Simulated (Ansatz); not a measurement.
# BClH₂O₂: taking an electron away

An exercise on one series of results from a longer session: the logs are not shown, and one member is left open.

Program: Ansatz 0.2.0, Gaussian basis. Level of theory: unrestricted cation, the program's frozen cores in correlated methods. These are calculated values, not measurements.

Levels to be run: UKS PBE-D4/def2-TZVPP; UKS r2SCAN-D4/def2-TZVPP; UKS PBE0-D4/def2-TZVPP; UKS B3LYP-D4/def2-TZVPP; UKS wB97X-V/def2-TZVPP; UKS wB97M-V/def2-TZVPP; UKS B2PLYP/def2-TZVPP; UHF-CCSD(T)/def2-TZVPP; UHF-MP2/def2-QZVPP; extrapolation to the limit; then −ε(HOMO) from the neutral's earlier runs with LDA (SPW92), PBE-D4, revPBE-D4, BLYP-D4, r2SCAN-D4, B97M-V, PBE0-D4, B3LYP-D4, r2SCANh-D4, r2SCAN0-D4, HSE06-D4, BHLYP-D4, CAM-B3LYP-D4, LC-ωPBE, ωB97X-V, ωB97M-V.

### Structure used throughout

All runs share one geometry, relaxed beforehand with PBE0-D4 in a triple-zeta def2 set.

SMILES `OB(O)Cl`, 6 atoms, charge 0, spin multiplicity 1.

Atoms are counted from 1 here; the program's logs count them from 0.

Bond lengths: O1–B2 1.357 Å, O1–H5 0.960 Å, B2–O3 1.349 Å, B2–Cl4 1.771 Å, O3–H6 0.962 Å. Angles: B2–O1–H5 113.5°, O1–B2–O3 121.0°, O1–B2–Cl4 120.9°, O3–B2–Cl4 118.0°, B2–O3–H6 112.0°.

Geometry (Å):

```mol
BClH2O2
  3D, bonds by distance, orders not assigned

  6  5  0  0  0  0  0  0  0  0999 V2000
    0.1578    1.0254   -0.4421 O   0  0
   -0.1280   -0.2276   -0.0073 B   0  0
    0.6092   -0.8139    0.9581 O   0  0
   -1.4814   -1.1414   -0.6917 Cl  0  0
   -0.4344    1.3365   -1.1300 H   0  0
    1.3190   -0.2430    1.2670 H   0  0
  1  2  8  0
  2  3  8  0
  2  4  8  0
  1  5  8  0
  3  6  8  0
M  END
```

Set-up of the first run:

Contents of in.yaml:

```yaml
crystal:
  periodic: [false, false, false]
  atoms:
    - {symbol: O, position_ang: [0.157763, 1.025353, -0.442076]}
    - {symbol: B, position_ang: [-0.128038, -0.227550, -0.007300]}
    - {symbol: O, position_ang: [0.609247, -0.813859, 0.958057]}
    - {symbol: Cl, position_ang: [-1.481443, -1.141367, -0.691707]}
    - {symbol: H, position_ang: [-0.434413, 1.336483, -1.130037]}
    - {symbol: H, position_ang: [1.318984, -0.242961, 1.266962]}
basis:
  gaussian: {orbitals: def2-TZVPP}
total_charge: 1
magnetization: {spin_polarized: true, initial_magnetization: 1}
hamiltonian: {xc: pbe, dispersion: d4}
```

Steps of the session up to this table: Cation, UKS PBE-D4/def2-TZVPP; Cation, UKS r2SCAN-D4/def2-TZVPP; Cation, UKS PBE0-D4/def2-TZVPP; Cation, UKS B3LYP-D4/def2-TZVPP; Cation, UKS wB97X-V/def2-TZVPP; Cation, UKS wB97M-V/def2-TZVPP; Cation, UKS B2PLYP (frozen core)/def2-TZVPP; Cation, UHF-CCSD(T)/def2-TZVPP; Cation, UHF-MP2/def2-QZVPP.

One of the session's tables, all rows but one given; the rest of the session is left out.

Orbital estimates, from the neutral's runs:

```
  functional  −ε(HOMO) (eV)
 LDA (SPW92)           7.79
      PBE-D4              ?
   revPBE-D4           7.58
     BLYP-D4           7.48
   r2SCAN-D4           8.01
      B97M-V           8.11
     PBE0-D4           9.14
    B3LYP-D4           8.85
  r2SCANh-D4           8.56
  r2SCAN0-D4           9.39
    HSE06-D4           8.73
    BHLYP-D4          10.49
CAM-B3LYP-D4          10.56
     LC-ωPBE          12.03
     ωB97X-V          11.63
     ωB97M-V          11.46
```

Estimate the missing values for PBE-D4.

The run gave: −ε(HOMO) (eV): 7.64. In the column «−ε(HOMO) (eV)» it lies between revPBE-D4 (7.58) and LDA (SPW92) (7.79).
